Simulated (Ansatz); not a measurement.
# CH3NZn: how energies converge with the basis set

The task here is to estimate one member of a computed series from the others.

Computed with Ansatz 0.2.0, Gaussian basis. Level: one geometry, several basis sets.

Levels to be run: PBE0-D4/def2-SVP; ωB97M-V/def2-SVP; PBE0-D4/def2-QZVPP; ωB97M-V/def2-QZVPP; the functionals' def2-TZVPP values are taken from earlier runs.

### The relaxed structure

An earlier PBE0-D4 in a triple-zeta def2 set relaxation fixed the geometry.

6 atoms, charge 0, spin multiplicity 1.

Atoms are counted from 1 here; the program's logs count them from 0.

Bond lengths: C1–N2 1.260 Å, C1–H4 1.095 Å, C1–H5 1.092 Å, N2–H6 1.020 Å. Angles: N2–C1–H4 124.8°, N2–C1–H5 118.7°, H4–C1–H5 116.6°, C1–N2–H6 111.7°.

Geometry (Å):

```mol
CH3NZn
  3D, bonds by distance, orders not assigned

  6  4  0  0  0  0  0  0  0  0999 V2000
   -0.4869    0.0200   -0.5492 C   0  0
   -0.1718    0.0822    0.6694 N   0  0
    2.8864   -0.4183    0.7975 Zn  0  0
   -1.5003    0.1592   -0.9400 H   0  0
    0.2954   -0.1865   -1.2830 H   0  0
   -0.9807    0.2793    1.2589 H   0  0
  1  2  8  0
  1  4  8  0
  1  5  8  0
  2  6  8  0
M  END
```

Set-up of the first run:

in.yaml

```yaml
crystal:
  periodic: [false, false, false]
  atoms:
    - {symbol: C, position_ang: [-0.486949, 0.020017, -0.549190]}
    - {symbol: N, position_ang: [-0.171754, 0.082206, 0.669449]}
    - {symbol: Zn, position_ang: [2.886380, -0.418276, 0.797495]}
    - {symbol: H, position_ang: [-1.500322, 0.159242, -0.940011]}
    - {symbol: H, position_ang: [0.295442, -0.186529, -1.283032]}
    - {symbol: H, position_ang: [-0.980698, 0.279338, 1.258887]}
basis:
  gaussian: {orbitals: def2-SVP}
hamiltonian: {xc: pbe0, dispersion: d4}
output: {orbitals: {seedname: orbitals}}
```

Started as:

```
$ ansatz run in.yaml --threads 2 --pin off --events-out ev --progress --plain --max-ram 4352MiB
```

Steps of the session up to this table: PBE0-D4 in def2-SVP; ωB97M-V in def2-SVP; PBE0-D4 in def2-QZVPP; ωB97M-V in def2-QZVPP.

One of the session's tables, all rows but one given; the rest of the session is left out.

It belongs to the step «Functionals by basis». 

| functional | basis | HOMO (eV) |
| --- | --- | --- |
| PBE0-D4 | def2-SVP | -5.51 |
| PBE0-D4 | def2-TZVPP | -5.81 |
| PBE0-D4 | def2-QZVPP | -5.82 |
| ωB97M-V | def2-SVP | -7.58 |
| ωB97M-V | def2-TZVPP | -7.88 |
| ωB97M-V | def2-QZVPP | ? |

**Question.** Estimate the row for ωB97M-V, def2-QZVPP.

The run gave: HOMO (eV): -7.90. In the column «HOMO (eV)» it is the lowest.
